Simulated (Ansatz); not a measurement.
**CH6BFSSi: up Jacob's ladder to CCSD(T)**

An exercise on one series of results from a longer session: the logs are not shown, and one member is left open.

Method: functionals in def2-TZVPP, the program's frozen cores in correlated methods; program: Ansatz 0.2.0, Gaussian basis.

The runs, in order: PBE-D4, r2SCAN-D4, PBE0-D4, B3LYP-D4, ωB97X-V, ωB97M-V, B2PLYP; CCSD(T)/def2-TZVPP; MP2/def2-QZVPP; extrapolation to the limit.

## Structure used throughout

All runs share one geometry, relaxed beforehand with PBE0-D4 in a triple-zeta def2 set.

SMILES `BSC(F)[SiH3]`, 11 atoms, charge 0, spin multiplicity 1.

Atoms are counted from 1 here; the program's logs count them from 0.

Bond lengths: B1–S2 1.760 Å, B1–H6 1.192 Å, B1–H7 1.193 Å, S2–C3 1.814 Å, C3–F4 1.386 Å, C3–Si5 1.906 Å, C3–H8 1.093 Å, Si5–H9 1.484 Å, Si5–H10 1.484 Å, Si5–H11 1.483 Å. Angles: S2–B1–H6 116.2°, S2–B1–H7 120.7°, H6–B1–H7 123.1°, B1–S2–C3 104.4°, S2–C3–F4 109.7°, S2–C3–Si5 110.5°, S2–C3–H8 107.2°, F4–C3–Si5 109.5°, F4–C3–H8 107.9°, Si5–C3–H8 112.0°, C3–Si5–H9 107.9°, C3–Si5–H10 108.7°, C3–Si5–H11 108.8°, H9–Si5–H10 110.3°, H9–Si5–H11 110.5°, H10–Si5–H11 110.5°.

Set-up of the first run:

in.yaml reads:

```yaml
crystal:
  periodic: [false, false, false]
  atoms:
    - {symbol: B, position_ang: [-1.729555, 1.688841, 0.458206]}
    - {symbol: S, position_ang: [-0.919918, 0.252242, 1.072492]}
    - {symbol: C, position_ang: [0.614617, 0.153261, 0.110037]}
    - {symbol: F, position_ang: [1.679767, 0.581467, 0.885995]}
    - {symbol: Si, position_ang: [0.926791, -1.636141, -0.467343]}
    - {symbol: H, position_ang: [-2.787290, 1.945275, 0.943369]}
    - {symbol: H, position_ang: [-1.233285, 2.343644, -0.406265]}
    - {symbol: H, position_ang: [0.513748, 0.842838, -0.732248]}
    - {symbol: H, position_ang: [-0.150958, -2.001770, -1.419635]}
    - {symbol: H, position_ang: [2.249321, -1.695250, -1.138113]}
    - {symbol: H, position_ang: [0.902161, -2.531407, 0.714205]}
basis:
  gaussian: {orbitals: def2-TZVPP}
hamiltonian: {xc: pbe, dispersion: d4}
output: {forces: true, orbitals: {seedname: orbitals}}
```

The run is started by

```bash
$ ansatz run in.yaml --threads 4 --pin off --events-out ev --progress --plain --max-ram 10444MiB
```

Steps of the session up to this table: PBE-D4 (GGA); r2SCAN-D4 (meta-GGA); PBE0-D4 (hybrid); B3LYP-D4 (hybrid); ωB97X-V (range-separated); ωB97M-V (range-separated); B2PLYP (double hybrid); CCSD(T) in def2-TZVPP; MP2 in def2-QZVPP.

One of the session's tables, all rows but one given; the rest of the session is left out.

| method | atomisation energy (kJ/mol) |
| --- | --- |
| PBE-D4 | 3744.2 |
| r2SCAN-D4 | 3709.4 |
| PBE0-D4 | 3687.6 |
| B3LYP-D4 | 3688.5 |
| ωB97X-V | 3711.3 |
| ωB97M-V | 3706.7 |
| B2PLYP | 3641.5 |
| HF/def2-TZVPP | 2732.6 |
| MP2/def2-TZVPP | 3631.4 |
| CCSD/def2-TZVPP | 3529.6 |
| CCSD(T)/def2-TZVPP | 3583.6 |
| MP2/CBS | 3726.9 |
| CCSD(T)/CBS | ? |

Q: Estimate the row for CCSD(T)/CBS from the others.

The run gave: atomisation energy (kJ/mol): 3679.2. In the column «atomisation energy (kJ/mol)» it lies between B2PLYP (3641.5) and PBE0-D4 (3687.6).

Among the levels timed on like hardware and quicker than the yardstick, those that no quicker one beats, quickest first: PBE-D4 (2.3 s, +65.0 kJ/mol); PBE0-D4 (2.9 s, +8.4 kJ/mol).

B2PLYP carry no dispersion term (for B3LYP, D4 adds 39.4 kJ/mol).
